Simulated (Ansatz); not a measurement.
LaPb2:

```
Pb La
1.0
    -2.06634    2.06634    5.63845
     2.06634   -2.06634    5.63845
     2.06634    2.06634   -5.63845
Pb La
2 1
Direct
  0.68639 0.68639 0.00000
  0.31361 0.31361 0.00000
  0.00000 0.00000 0.00000
```

The cell comes from a database or a generator and needn't be the stable form of this composition.

Base run:

* Program: Ansatz 0.2.0
* Functional: PBE
* Potentials or basis: Ansatz PAW
* Cutoff: 420 eV (not typed: the program's choice for these potentials)
* k mesh: 9 × 9 × 9
* Occupations: gaussian, width 0.1 eV
* Spin: no spin polarisation

Its results: band gap on the k mesh none (metal or under the smearing width); pressure 0.1 GPa; largest force 0.075 eV/Å.

The run is repeated on the same cell with these changes: functional from PBE to PBEsol; occupations from gaussian, width 0.1 eV to gaussian, width 0.05 eV. What comes out?

Band gap on the k mesh none (metal or under the smearing width); pressure -2.6 GPa; largest force 0.012 eV/Å.

Caveats: the PAW data sets come from PBE, with cores solved anew for the run's functional, which leaves a small shift of forces and pressure (some runs).
